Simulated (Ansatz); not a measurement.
# BrCl4HZr: the cost of one run

Method: RKS BHLYP/def2-SVP, in Ansatz 0.2.0.

## Step 1: The system as given

Bond lengths: Zr1–Cl2 2.870 Å, Zr1–Cl3 2.520 Å, Zr1–Cl4 2.518 Å, Zr1–Cl5 2.518 Å, Zr1–Br6 3.000 Å. Angles: Cl2–Zr1–Cl3 109.5°, Cl2–Zr1–Cl4 109.5°, Cl2–Zr1–Cl5 109.5°, Cl2–Zr1–Br6 71.6°, Cl3–Zr1–Cl4 109.5°, Cl3–Zr1–Cl5 109.5°, Cl3–Zr1–Br6 178.9°, Cl4–Zr1–Cl5 109.5°, Cl4–Zr1–Br6 70.0°, Cl5–Zr1–Br6 70.0°.

Structure file:

```xyz
7

Zr    0.0000    0.0000    0.0000
Cl    0.0000    0.0000    2.8700
Cl    2.3764    0.0000   -0.8392
Cl   -1.1869    2.0563   -0.8392
Cl   -1.1869   -2.0563   -0.8392
Br   -2.8470    0.0000    0.9460
H    -1.5885    0.0000    2.3396
```

## Step 2: A restrained relaxation towards end A

Springs on the bonds that form and break draw the guess towards this end; the thresholds are loose.

input.yaml

```yaml
crystal:
  periodic: [false, false, false]
  atoms:
    - { symbol: Zr, position_ang: [0.0, 0.0, 0.0] }
    - { symbol: Cl, position_ang: [0.0, 0.0, 2.87] }
    - { symbol: Cl, position_ang: [2.3764, 0.0, -0.8392] }
    - { symbol: Cl, position_ang: [-1.1869, 2.0563, -0.8392] }
    - { symbol: Cl, position_ang: [-1.1869, -2.0563, -0.8392] }
    - { symbol: Br, position_ang: [-2.847, 0.0, 0.946] }
    - { symbol: H, position_ang: [-1.5885, 0.0, 2.3396] }
basis:
  gaussian: { orbitals: def2-SVP }
hamiltonian:
  xc: { name: BHLYP }
relax:
  f_tol: 0.15
  max_steps: 25
  restrain:
    - { distance: [0, 5], at: 3.9, k: 30.0 }
    - { distance: [6, 1], at: 2.57, k: 30.0 }
    - { distance: [0, 1], at: 2.52, k: 30.0 }
    - { distance: [6, 5], at: 1.55, k: 30.0 }
```

Launch:

```sh
$ ansatz run input.yaml --threads 4 --pin off --max-ram 5120MiB --backend cpu --events-out ev --progress --plain --runs-dir out
```

Q: Estimate wall time and peak memory on 4 threads of Intel Xeon 6975P-C (Granite Rapids), shared host.

About 19 s, with a peak of 0.47 GiB.
